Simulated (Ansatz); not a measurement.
**LaAl2Ge2: a scan of SCF settings**

Aim: run LaAl2Ge2 with the default SCF settings, then change one group of settings at a time and see what moves: the number of iterations, the state or the numbers. LaAl2Ge2 is taken as a randomly packed, unrelaxed cell, 5 atoms in the cell.

Computed with Ansatz 0.2.0 (DFT PBE, PAW, plane waves, scalar-relativistic, unless a step's input says otherwise).

3 further runs of the same task are left out: 3 that didn't finish.

### Step 1. Starting point

Symmetry: P1, No. 1, triclinic system. The conventional cell has a = 3.860 Å, b = 5.449 Å, c = 6.259 Å, α = 87.44°, β = 75.58°, γ = 85.52°. Ge (site symmetry 1) has 1 Ge at 2.68 Å and 4 Al at 2.68 Å as nearest neighbours. Ge (site symmetry 1) has 1 Ge at 2.68 Å and 1 Al at 2.68 Å as nearest neighbours. Around Al (site symmetry 1) lie 2 Ge at 2.68 Å and 1 Al at 2.69 Å. Al (site symmetry 1) is surrounded by 3 Ge at 2.68 Å and 1 Al at 2.69 Å. Around La (site symmetry 1) lie 6 Al at 3.25 to 3.88 Å and 7 Ge at 3.32 to 3.71 Å and 2 La at 3.86 Å.

Coordinates:

```cif
data_structure
_symmetry_space_group_name_H-M 'P1'
_symmetry_Int_Tables_number 1
_cell_length_a 3.8605
_cell_length_b 5.4493
_cell_length_c 6.2589
_cell_angle_alpha 87.444
_cell_angle_beta 75.580
_cell_angle_gamma 85.519
_cell_volume 127.09
loop_
_atom_site_label
_atom_site_type_symbol
_atom_site_symmetry_multiplicity
_atom_site_Wyckoff_symbol
_atom_site_fract_x
_atom_site_fract_y
_atom_site_fract_z
_atom_site_occupancy
Ge1 Ge 1 a 0.57633 0.75261 0.16685 1
Ge2 Ge 1 a 0.67287 0.45183 0.82712 1
Al1 Al 1 a 0.02329 0.09193 0.20494 1
Al2 Al 1 a 0.00725 0.52261 0.40082 1
La1 La 1 a 0.20938 0.94879 0.68764 1
```

In tables a label like La5 counts atoms in the order of input.yaml; a structure file may count by element.

After the default run come: Fermi–Dirac width 0.01 eV, no switch to direct minimisation; Broyden, β 1.0, history 4, no preconditioner; Broyden, β 0.1, history 2, no preconditioner; direct minimisation; 1 band beyond the filled ones; Anderson, β 0.02, history 4, no preconditioner; Broyden, β 0.1, history 8, no preconditioner; Broyden, β 0.3, history 2, no preconditioner.

The search for lower states is off throughout, and inputs that name a mixer don't switch to direct minimisation unless they say so. Spin polarisation is off.

### Step 2. Default SCF settings

input.yaml reads:

```yaml
crystal:
  lattice:
    - [6.183926, 0.090979, -0.961763]
    - [0.158141, 5.446752, -0.049616]
    - [-0.37297, -0.256018, 3.833873]
  atoms:
    - { symbol: Ge, position: [0.166845, 0.75261, 0.423673] }
    - { symbol: Ge, position: [0.827119, 0.451834, 0.327126] }
    - { symbol: Al, position: [0.204942, 0.091925, 0.976706] }
    - { symbol: Al, position: [0.400822, 0.522611, 0.992747] }
    - { symbol: La, position: [0.687643, 0.948785, 0.790618] }
hamiltonian:
  xc: pbe
  pseudopotentials: { kind: paw }
basis:
  ecutwfc: 420
kpoints:
  mp_grid: { grid: [4, 5, 7] }
scf:
  occupations: { method: fermi_dirac, width: 0.05 }
  lower_state_search: "off"
output:
  forces: true
  stress: true
```

On the command line:

```sh
$ ansatz run input.yaml --threads 2 --pin off --max-ram 5120MiB --backend cpu --events-out ev --progress --plain --runs-dir out
```

**Question.** Each change named above is then made alone on this input. How many iterations does the default take, and what do the changes move? Wanted: largest shift of the free energy by occupations, cutoff, mesh or field.

As calculated:

| quantity | value |
| --- | --- |
| default run | 8 iterations, with no gap on the k-mesh |
| fewest iterations to that state among the runs shown (an iteration of direct minimisation costs more) | 7 (direct minimisation) |
| most iterations to it | 24 (Anderson, β 0.02, history 4, no preconditioner) |
| runs that end in another state, among changes of path alone | 0 |
| largest shift of the free energy by occupations, cutoff, mesh or field | +2.6 meV/atom (Fermi–Dirac width 0.01 eV, no switch to direct minimisation) |

**Reading.** The default and the runs that change only the path, 8 in all, end in one state, in 7 to 24 iterations. Occupations, cutoff, mesh and fields change the problem that is solved, not just the path; the largest shift here is that of “Fermi–Dirac width 0.01 eV, no switch to direct minimisation”. Other settings tried on this cell gave no result: linear mixing, β 0.7, no preconditioner (cut off at the time limit after 26 iterations, diverges); linear mixing, β 0.1, no preconditioner (not converged after 50 iterations, still settling). Counts include iterations that the program adds to test a close, so a difference of one or two ranks nothing. The starting density is a sum of atomic densities corrected by a trained network, so it is already close to self-consistency.
